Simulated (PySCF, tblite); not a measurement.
**Si₅PH₁₁, a small molecule taken as a stand-in for a surface group (Si 5-ring): NMR shifts, core binding energies and electronic excitations**

What NMR shifts, core binding energies and electronic excitations should one expect for `P[SiH]1[SiH2][SiH2][SiH2][SiH2]1`?

Programs: tblite 0.8.0 and PySCF 2.14.0. All values are calculated, for the isolated system unless a continuum is named. Atoms count from 0, parts from 1.

## Step 1: Starting point

17 atoms, charge 0, multiplicity 1; geometry: distance geometry start.

## Step 2: Geometry optimisation with GFN2-xTB

The job: settings as JSON, then the geometry in Å.

```
{"job": {"kind": "relax", "xc": "GFN2-xTB", "basis": "xTB"}, "charge": 0, "multiplicity": 1}
Si    -0.797281    -0.845575    -0.330056
Si     1.032115    -0.079735     0.660321
Si     1.030825     2.130538     0.445776
Si    -0.810961     2.705898    -0.665146
Si    -1.939476     0.869800    -1.134698
P     -2.141272     0.664096    -3.290309
H     -0.440109    -1.736838    -1.377502
H     -1.598457    -1.552690     0.618959
H      2.157673    -0.608996     0.029442
H      1.015657    -0.427365     2.045736
H      2.162409     2.540407    -0.281087
H      1.037504     2.723851     1.719338
H     -0.420036     3.380342    -1.863640
H     -1.585899     3.576222     0.136143
H     -3.226294     0.937797    -0.542186
H     -1.167589     1.306514    -4.039118
H     -3.422133     0.701677    -3.810296
```

Method: GFN2-xTB geometry optimisation, gas phase.

The run is started by

```sh
$ OMP_NUM_THREADS=1 python cluster_run.py task.json out
```

One launch serves the whole session: the jobs run in the order shown.

**Question.** The jobs that follow are: PBE0-D3(BJ)/def2-SVP geometry optimisation, gas phase; GIAO PBE0/pcSseg-1 NMR shielding, non-relativistic, gas phase; delta-SCF UKS SCAN, pcX-2 on the ionised atom, pcseg-1 elsewhere, spin-free X2C; TDDFT CAM-B3LYP/def2-SVPD, vertical, gas phase, core orbitals frozen in the response. Predict: point group; rotational constants (main isotopes); $^{1}$H shifts against TMS (PBE0/pcSseg-1); $^{29}$Si shifts against TMS (PBE0/pcSseg-1); $^{31}$P shifts against H3PO4 (PBE0/pcSseg-1); Si2p binding energies, SCAN/pcX-2 (standing for 4 of 5 atoms); P2p binding energies, SCAN/pcX-2; lowest singlet (CAM-B3LYP/def2-SVPD); brightest single state of those computed; lowest triplet; vertical ionisation energy (ΔSCF).

As calculated:

| quantity | value |
| --- | --- |
| point group | C1 |
| rotational constants (main isotopes) | 1.07, 0.86, 0.70 GHz |
| $^{1}$H shifts against TMS (PBE0/pcSseg-1) | 4.07, 3.68, 3.67, 3.65, 3.63, 3.62, 3.61, 3.59, 3.51, 1.73, 1.20 ppm |
| $^{29}$Si shifts against TMS (PBE0/pcSseg-1) | -83.5, -100.9, -107.3, -115.5, -116.0 ppm |
| $^{31}$P shifts against H3PO4 (PBE0/pcSseg-1) | -277.3 ppm |
| Si2p binding energies, SCAN/pcX-2 (standing for 4 of 5 atoms) | Si1 106.30, Si0 106.29, Si4 106.23, Si3 106.22 eV |
| P2p binding energies, SCAN/pcX-2 | P5 136.43 eV |
| lowest singlet (CAM-B3LYP/def2-SVPD) | 5.51 eV (225 nm), f = 0.015 |
| brightest single state of those computed | state 5, 6.28 eV, f = 0.133 |
| lowest triplet | 5.07 eV |
| vertical ionisation energy (ΔSCF) | 9.00 eV |

What this shows: The start of the PBE0/def2-SVP relaxation was shaken at random by about 0.01 Å, so part of the energy gained, and of the first lengths quoted, undoes that. Relaxing lowered the energy by 0.380 eV in 15 steps; the close pair that moved most is Si2–Si3, from 2.295 to 2.359 Å (PBE0/def2-SVP). At PBE0/pcSseg-1: The widest tensor belongs to P5: span 136 ppm, with a paramagnetic part of -380 ppm. At SCAN/pcX-2: The Si2p levels kept as sound span 0.08 eV, from Si3 (silicon bonded to 2 Si, 2 H) up to Si1 (silicon bonded to 2 Si, 2 H). Only 4 of the 5 Si atoms are covered by sound results. The lowest singlet, at 5.51 eV, is HOMO→LUMO 0.75, HOMO−1→LUMO 0.15 and is weak; of the 6 states computed, the strongest absorption comes from state 5 at 6.28 eV. The lowest triplet lies 0.43 eV below the lowest singlet (triplets in Tamm-Dancoff, singlets in full TDDFT). The orbital energy would give 8.44 eV for ionisation, ΔSCF gives 9.00 eV. A capped cluster stands for the solid here, so long-range fields and strain are missing, and bands or shifts of the capping hydrogens have no counterpart in it.
